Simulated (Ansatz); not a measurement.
**AlH₆NSiTe: two torsions**

A grid of calculations on AlH6NSiTe, SMILES [NH2][AlH][SiH2][TeH], to see where the energy is lowest and how it rises around there.

The runs use Ansatz 0.2.0; RKS r2SCAN0-D4/def2-SVP.

**1. Where the work starts**

SMILES `[NH2][AlH][SiH2][TeH]`, 10 atoms, charge 0, spin multiplicity 1.

Atoms are counted from 1 here; the program's logs count them from 0.

Bond lengths: N1–Al2 1.785 Å, N1–H5 1.023 Å, N1–H6 1.023 Å, Al2–Si3 2.434 Å, Al2–H7 1.600 Å, Si3–Te4 2.562 Å, Si3–H8 1.509 Å, Si3–H9 1.510 Å, Te4–H10 1.685 Å. Angles: Al2–N1–H5 124.9°, Al2–N1–H6 125.2°, H5–N1–H6 109.8°, N1–Al2–Si3 119.3°, N1–Al2–H7 118.7°, Si3–Al2–H7 121.6°, Al2–Si3–Te4 96.4°, Al2–Si3–H8 115.4°, Al2–Si3–H9 121.7°, Te4–Si3–H8 102.5°, Te4–Si3–H9 111.2°, H8–Si3–H9 107.5°, Si3–Te4–H10 91.3°.

Coordinates:

```xyz
10

N    -2.0372    0.8951   -0.4817
Al   -0.4070    0.8603    0.2454
Si    0.6706   -1.2837    0.6531
Te    2.5514   -0.9870   -1.0610
H    -2.5085    1.7374   -0.8208
H    -2.6181    0.0741   -0.6673
H     0.3677    2.2431    0.4630
H    -0.0658   -2.4894    0.1238
H     1.2218   -1.6483    2.0103
H     2.9081    0.5471   -0.4619
```

This geometry comes from a loose relaxation at PBE in a small basis, which is not shown.

**3. The grid**

The axes are (1) dihedral N1–Al2–Si3–Te4: 12 values from −180 to 150 °, periodic; (2) dihedral H5–N1–Al2–Si3: 12 values from −180 to 150 °, periodic.

Nothing else is relaxed (all other coordinates rigid). Energies count from the relaxed molecule at the same level. Points are written as (first, second).

(The set-up runs are not shown.)

**4. The run at (−60°, −60°)**

File input.yaml:

```yaml
crystal:
  periodic: [false, false, false]
  atoms:
    - { symbol: "N", position_ang: [-2.046496, 0.892996, -0.479634] }
    - { symbol: Al, position_ang: [-0.435714, 0.868667, 0.243717] }
    - { symbol: Si, position_ang: [1.459052, 1.73937, -1.004185] }
    - { symbol: Te, position_ang: [1.383063, 0.205902, -3.017448] }
    - { symbol: H, position_ang: [-2.531752, 1.72757, -0.77895] }
    - { symbol: H, position_ang: [-2.605913, 0.080307, -0.695974] }
    - { symbol: H, position_ang: [-0.277598, 0.398331, 1.745381] }
    - { symbol: H, position_ang: [2.795849, 1.435651, -0.41573] }
    - { symbol: H, position_ang: [1.470176, 3.16563, -1.438904] }
    - { symbol: H, position_ang: [-0.237163, 0.488806, -3.235866] }
basis:
  gaussian: { orbitals: def2-SVP }
hamiltonian:
  xc: { name: r2SCAN0 }
  dispersion: d4
output:
  forces: true
```

Run with:

```
$ ansatz run input.yaml --threads 1 --pin off --max-ram 2560MiB --backend cpu --events-out ev --progress --plain --runs-dir out
```

Further runs follow: the other points that were computed.

What does the calculation give? Wanted: lowest point; highest computed point; largest force on an atom; dipole moment.

As calculated:

```
                       quantity                                                                value
                   lowest point                                            (120°, −180°), 1.0 kJ/mol
         highest computed point                              (0°, 90°), 57.8 kJ/mol above the lowest
largest force on an atom (eV/Å)  0.07 at (90°, −180°) to 0.60 at (0°, 90°); 0.07 at the lowest point
              dipole moment (D)   1.63 at (0°, 0°) to 3.04 at (−180°, 60°); 2.51 at the lowest point
        time for the whole task                                      24 min on 1 thread, shared host
```

What this shows: The lowest computed point is at (120°, −180°), 1.0 kJ/mol from the relaxed molecule at the same level; the map holds 2 wells of about this depth. A higher local minimum lies near (−90°, 0°) (2.2 kJ/mol above the lowest at that grid point). The highest computed point, (0°, 90°), lies 57.8 kJ/mol above the lowest. On the interpolated surface the easiest way out of the lowest well to the well at (−90°, −180°) passes a barrier of about 8.7 kJ/mol. Round the minimum the two coordinates are nearly uncoupled.
